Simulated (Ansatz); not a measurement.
Born–Oppenheimer molecular dynamics of a periodic cell of 32 atoms, Tl4SnSe3 (host Tl4SnSe3, host structure I4/mcm). It goes on from the last frame of an earlier run, with new velocities.

All numbers below come from Ansatz 0.2.0, DFT PBEsol, scalar-relativistic, plane waves, PAW. Settings: cutoff 420 eV, k mesh 1x1x1, fermi-dirac smearing 0.05 eV, no spin polarisation.

| Item | Value |
| --- | --- |
| ensemble | NVT, Nosé–Hoover chain |
| time step | 3 fs |
| steps asked | 400 |
| set temperature | 1170 K |
| thermostat | time constant 200 fs, chain length 3 |
| seed | 273007 |

First frame:

```xyz
32
Lattice="7.6243 0.0000 0.0000 0.0000 8.7007 0.0000 0.0000 0.0000 10.1203" Properties=species:S:1:pos:R:3
Tl 1.398 5.482 3.261
Tl 6.902 2.614 3.683
Tl 2.382 1.115 3.087
Tl 4.857 7.154 3.348
Tl 2.987 7.373 1.559
Tl 5.209 1.310 1.597
Tl 1.160 3.187 1.351
Tl 6.560 5.339 1.631
Sn 0.477 -0.172 0.394
Sn 0.328 0.547 5.297
Se 0.481 -0.629 7.937
Se -0.058 -0.720 3.055
Se 2.721 7.187 5.210
Se 1.408 5.772 -0.232
Se 1.683 3.293 5.038
Se 2.716 1.218 -0.447
Tl 5.443 1.133 8.541
Tl 3.240 7.151 8.388
Tl 6.425 5.678 8.382
Tl 1.260 3.372 8.385
Tl 6.314 2.961 6.694
Tl 1.071 5.681 6.495
Tl 5.491 7.845 6.229
Tl 2.941 1.296 6.664
Sn 4.265 4.440 4.455
Sn 4.142 4.852 -0.088
Se 3.854 3.672 2.108
Se 3.701 4.457 7.020
Se 6.500 3.029 -0.168
Se 4.939 1.361 4.588
Se 5.587 7.548 -0.120
Se 6.510 5.559 5.068
```

**Question.** What does the run give?

**Answer.** The run went to its last step.

```json
{
  "steps done": "400",
  "time covered": "1200 fs",
  "mean temperature over the second half": "1158 K",
  "spread of the potential energy over the second half": "23.2 meV per atom",
  "mean potential energy of the second half above the start": "-17.8 meV per atom"
}
```

The conserved energy stayed within 0.18 meV per atom of its start (net change -0.013 meV per atom), so the integration is sound. A run of 1.2 ps of so small a system gives no equilibrium averages. Limits of this set-up: coarse k mesh.

**Question.** What happens to the structure?

**Answer.** Mean squared displacements from the first frame to the last, about the centre of mass: Tl 0.53 Å², Sn 2.57 Å², Se 1.69 Å². This is one draw of velocities; another would differ in detail.

**Question.** How do temperature and energy run in time?

**Answer.** 
```
time (fs)  T (K)  potential energy less start (eV)  conserved less start (meV/atom)
        0   1170                             0.000                             0.00
       99   1178                             0.108                             0.00
      198   1118                             0.740                             0.07
      297   1519                            -0.301                             0.03
      396   1217                             1.239                             0.09
      495   1191                             1.564                             0.15
      594   1212                             1.367                             0.13
      693   1283                             0.330                             0.05
      792   1180                            -0.199                             0.05
      891   1442                            -1.921                             0.03
      990    997                            -0.794                             0.03
     1089    938                            -0.767                             0.04
     1188    995                            -0.881                             0.00
```

The run took 10 min on 4 threads of Intel(R) Xeon(R) Platinum 8488C (Sapphire Rapids), on a shared host, peak memory 1.1 GiB.
